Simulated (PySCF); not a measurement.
**How the numerical set-up moves the result for ZnCl⁻**

Which parts of the numerical set-up matter for ZnCl⁻? Each run edits the base script.

Method: method and basis as typed in the scripts; program: PySCF 2.14.0.

### 1 Where the work starts

ZnCl⁻: 2 atoms, charge -1, spin multiplicity 1.

Bond lengths: Zn1–Cl2 1.892 Å.

### 2 Base script

Contents of input.py:

```python
from pyscf import gto, dft

mol = gto.M(
    atom='Zn 0 0 0; Cl 0 0 1.892',
    basis='6-31g',
    charge=-1,
    spin=0,
    verbose=4,
)
mf = dft.RKS(mol, xc='mn15')
mf.kernel()
mf.stability(internal=True, external=True)
mf.dip_moment()
print('orbital energies (hartree):', mf.mo_energy[..., max(0, mol.nelec[1]-3):mol.nelec[0]+3].round(4))
```

On the command line:

```bash
> OMP_NUM_THREADS=1 python input.py
```

The log of this run is left out.

Base result: E(SCF) = -2239.402083 Eh, 9 cycles, internal stable; real -> complex stable; RHF/RKS -> UHF/UKS stable.

The bond length is a typed value, not an optimised one. The dipole of an ion depends on the origin.

### 3 Integration grid 6

Run 1 changes integration grid: default → 6.

Contents of input.py:

```python
from pyscf import gto, dft

mol = gto.M(
    atom='Zn 0 0 0; Cl 0 0 1.892',
    basis='6-31g',
    charge=-1,
    spin=0,
    verbose=4,
)
mf = dft.RKS(mol, xc='mn15')
mf.grids.level = 6
mf.kernel()
mf.stability(internal=True, external=True)
mf.dip_moment()
print('orbital energies (hartree):', mf.mo_energy[..., max(0, mol.nelec[1]-3):mol.nelec[0]+3].round(4))
```

On the command line:

```bash
> OMP_NUM_THREADS=1 python input.py
```

### 4 Pcseg-1

Run 2 changes basis set: 6-31g → pcseg-1.

input.py, as its differences from that of step 2:

```diff
@@ -4,3 +4,3 @@
     atom='Zn 0 0 0; Cl 0 0 1.892',
-    basis='6-31g',
+    basis='pcseg-1',
     charge=-1,
```

**Question.** What will these runs give? Wanted: for each run, E(SCF); from base; gap; after the SCF.

**Answer**, as computed:

```csv
run,E(SCF) (hartree),from base (eV),cycles,gap (eV),functions,after the SCF
base,-2239.402083,0,9,4.64,40,stable
integration grid 6,-2239.402070,+0.0003,9,4.64,40,stable
pcseg-1,-2239.686484,-7.7390,9,8.61,49,stable
```

In words: The highest filled level of this anion is positive: the basis lacks diffuse functions or the electron is not bound, so these numbers hang on the basis. Of the runs whose energies can be compared, “pcseg-1” moves the SCF energy most (-7.739 eV). pcseg-1 (49 functions) gives an energy 7.74 eV lower than 6-31g (40).
